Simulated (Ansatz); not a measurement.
Run this with the Python package of Ansatz (0.2.0) and show what comes out.

Script `ch3albrf_methods.py`:
```python
# -*- coding: utf-8 -*-
"""One geometry of CH3AlBrF, method by method."""

import ansatz as az

BASIS_SET = "def2-SVP"


def main():
    system = (
        az.Crystal.molecule()
        .atom("C", (-0.0108, 0.9375, -0.0956))
        .atom("Al", (0.153, -0.978, 0.1841))
        .atom("F", (1.4523, -1.586, 1.2214))
        .atom("Br", (-1.2636, -2.4886, -0.8556))
        .atom("H", (-0.9229, 1.155, -0.7952))
        .atom("H", (-0.2346, 1.5, 0.8651))
        .atom("H", (0.8878, 1.3922, -0.5699))
    )

    setup = system.calculation().basis(gaussian=BASIS_SET)

    methods = ["mp2", "ccsd", "ccsd_t"]
    batch = az.Session.batch([setup.correlation(m).input() for m in methods])
    reports = sorted(batch.plan().execute().molecular_reports, key=lambda each: each["member"])
    print(f"Hartree-Fock reference {reports[0]['reference_energy_ev'] / 27.211386246:.6f} Ha")
    best = reports[-1]["free_energy_ev"] - reports[-1]["reference_energy_ev"]
    for method, each in zip(methods, reports):
        gained = each["free_energy_ev"] - each["reference_energy_ev"]
        print(f"{method:8s} total {each['free_energy_ev'] / 27.211386246:.6f} Ha  correlation {gained:9.4f} eV  ({100 * gained / best:.1f} % of the last)")


if __name__ == "__main__":
    main()
```

Running `python ch3albrf_methods.py` prints:
```text
Hartree-Fock reference -2953.034814 Ha
mp2      total -2953.657759 Ha  correlation  -16.9512 eV  (94.4 % of the last)
ccsd     total -2953.680890 Ha  correlation  -17.5806 eV  (97.9 % of the last)
ccsd_t   total -2953.694596 Ha  correlation  -17.9536 eV  (100.0 % of the last)
```

What to keep in mind:
- Total energies depend on the basis set; only differences at equal settings carry meaning.
- The geometry is a force-field or estimated start, not a minimum of this method, and the basis set is short of its limit. A lower total doesn't mark the better method: functionals have no common bound, and MP2 and coupled cluster aren't variational.
- Inner cores stay frozen; a filled d shell under the valence of the heavier atoms is correlated with it.
